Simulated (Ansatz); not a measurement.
# Al24In8As32: the cost of one run

Program: Ansatz 0.2.0, PAW, plane waves. These are calculated values, not measurements.

### 1 The starting cell

64 atoms (24 Al, 8 In, 32 As); a = 11.555 Å, b = 11.555 Å, c = 11.555 Å, α = 90.00°, β = 90.00°, γ = 90.00°. All atoms were shaken off their sites by about 0.02 Å along each axis.

The runs, in order: (2) PBEsol cell relaxation at the single k point (¼, ¼, ¼), on 1 × NVIDIA H100 80GB HBM3 with 4 threads of AMD EPYC 7R13; (3) HSE06 single point at the single k point (¼, ¼, ¼), on 1 × NVIDIA H100 80GB HBM3 with 4 threads of AMD EPYC 7R13.

### 2 PBEsol relaxation of the cell and the positions

Contents of in.yaml:

```yaml
crystal:
  lattice:
    - [11.554817, 0.000000, 0.000000]
    - [0.000000, 11.554817, 0.000000]
    - [0.000000, 0.000000, 11.554817]
  atoms:
    - { symbol: Al, position: [0.000253, 0.999167, 0.000163] }
    - { symbol: Al, position: [0.998926, 0.501166, 0.999080] }
    - { symbol: Al, position: [0.000079, 0.502099, 0.498533] }
    - { symbol: Al, position: [0.500753, 0.999312, 0.498777] }
    - { symbol: Al, position: [0.501331, 0.502928, 0.000967] }
    - { symbol: Al, position: [0.502250, 0.503277, 0.502327] }
    - { symbol: Al, position: [0.249529, 0.247152, 0.000261] }
    - { symbol: Al, position: [0.250386, 0.250694, 0.499449] }
    - { symbol: Al, position: [0.251092, 0.749126, 0.497218] }
    - { symbol: Al, position: [0.747065, 0.251851, 0.000714] }
    - { symbol: Al, position: [0.750798, 0.250693, 0.499278] }
    - { symbol: Al, position: [0.750848, 0.748784, 0.501353] }
    - { symbol: Al, position: [0.250328, 0.998620, 0.250345] }
    - { symbol: Al, position: [0.250830, 0.000139, 0.751883] }
    - { symbol: Al, position: [0.252068, 0.499372, 0.251193] }
    - { symbol: Al, position: [0.249640, 0.503487, 0.748714] }
    - { symbol: Al, position: [0.749501, 0.000890, 0.249460] }
    - { symbol: Al, position: [0.751049, 0.996869, 0.749576] }
    - { symbol: Al, position: [0.751461, 0.499968, 0.749257] }
    - { symbol: Al, position: [0.999383, 0.249800, 0.251189] }
    - { symbol: Al, position: [0.002637, 0.248537, 0.749240] }
    - { symbol: Al, position: [0.001078, 0.751930, 0.250507] }
    - { symbol: Al, position: [0.501807, 0.249806, 0.753381] }
    - { symbol: Al, position: [0.503304, 0.751326, 0.751752] }
    - { symbol: In, position: [0.000352, 0.998005, 0.499678] }
    - { symbol: In, position: [0.499302, 0.999341, 0.999586] }
    - { symbol: In, position: [0.252233, 0.748601, 0.997517] }
    - { symbol: In, position: [0.749299, 0.749832, 0.997620] }
    - { symbol: In, position: [0.748006, 0.500921, 0.248949] }
    - { symbol: In, position: [0.004422, 0.748762, 0.750030] }
    - { symbol: In, position: [0.499772, 0.249230, 0.250968] }
    - { symbol: In, position: [0.501869, 0.748094, 0.250164] }
    - { symbol: As, position: [0.124036, 0.125807, 0.123540] }
    - { symbol: As, position: [0.127053, 0.121085, 0.626984] }
    - { symbol: As, position: [0.123485, 0.623415, 0.127524] }
    - { symbol: As, position: [0.126074, 0.622947, 0.625448] }
    - { symbol: As, position: [0.623886, 0.126070, 0.123450] }
    - { symbol: As, position: [0.620805, 0.125736, 0.624148] }
    - { symbol: As, position: [0.622218, 0.623720, 0.126617] }
    - { symbol: As, position: [0.622956, 0.625465, 0.626149] }
    - { symbol: As, position: [0.372459, 0.373571, 0.124856] }
    - { symbol: As, position: [0.373749, 0.375323, 0.625105] }
    - { symbol: As, position: [0.371398, 0.876335, 0.121756] }
    - { symbol: As, position: [0.373699, 0.875300, 0.624681] }
    - { symbol: As, position: [0.874406, 0.372677, 0.125397] }
    - { symbol: As, position: [0.872274, 0.373738, 0.624085] }
    - { symbol: As, position: [0.875699, 0.875245, 0.124576] }
    - { symbol: As, position: [0.876237, 0.875540, 0.626758] }
    - { symbol: As, position: [0.375324, 0.125933, 0.373388] }
    - { symbol: As, position: [0.374938, 0.123681, 0.878489] }
    - { symbol: As, position: [0.377488, 0.624713, 0.375981] }
    - { symbol: As, position: [0.374939, 0.626354, 0.874598] }
    - { symbol: As, position: [0.875118, 0.124950, 0.376216] }
    - { symbol: As, position: [0.877692, 0.126088, 0.877968] }
    - { symbol: As, position: [0.871368, 0.623649, 0.375827] }
    - { symbol: As, position: [0.873434, 0.625793, 0.872623] }
    - { symbol: As, position: [0.123517, 0.372118, 0.374369] }
    - { symbol: As, position: [0.126886, 0.376006, 0.872990] }
    - { symbol: As, position: [0.122614, 0.874562, 0.375119] }
    - { symbol: As, position: [0.126460, 0.873419, 0.874244] }
    - { symbol: As, position: [0.625413, 0.372490, 0.373822] }
    - { symbol: As, position: [0.628664, 0.373509, 0.877187] }
    - { symbol: As, position: [0.626436, 0.875200, 0.374933] }
    - { symbol: As, position: [0.623065, 0.875704, 0.873373] }
  symmetry: { detect: false }
kpoints:
  mp_grid: { grid: [1, 1, 1], shift: [0.25, 0.25, 0.25] }
hamiltonian:
  xc: pbesol
scf:
  occupations: { method: fermi_dirac, width: 0.01 }
relax:
  f_tol: 0.03
  max_steps: 80
  escape_saddle: false
  adjacent_minimum: "off"
  cell: { fix: [shape] }
output:
  forces: true
  eigenvalues: true
  populations: true
```

Run with:

```
> ansatz run in.yaml --threads 4 --pin off --max-ram 61750MiB --runs-dir r --events-out ev --progress --plain --backend cuda --devices 0, --max-vram 37GiB
```

What time and memory should one allow on 1 × NVIDIA H100 80GB HBM3 with 4 threads of AMD EPYC 7R13, shared host?

About 13 s, with a peak of 1.5 GiB on the host.
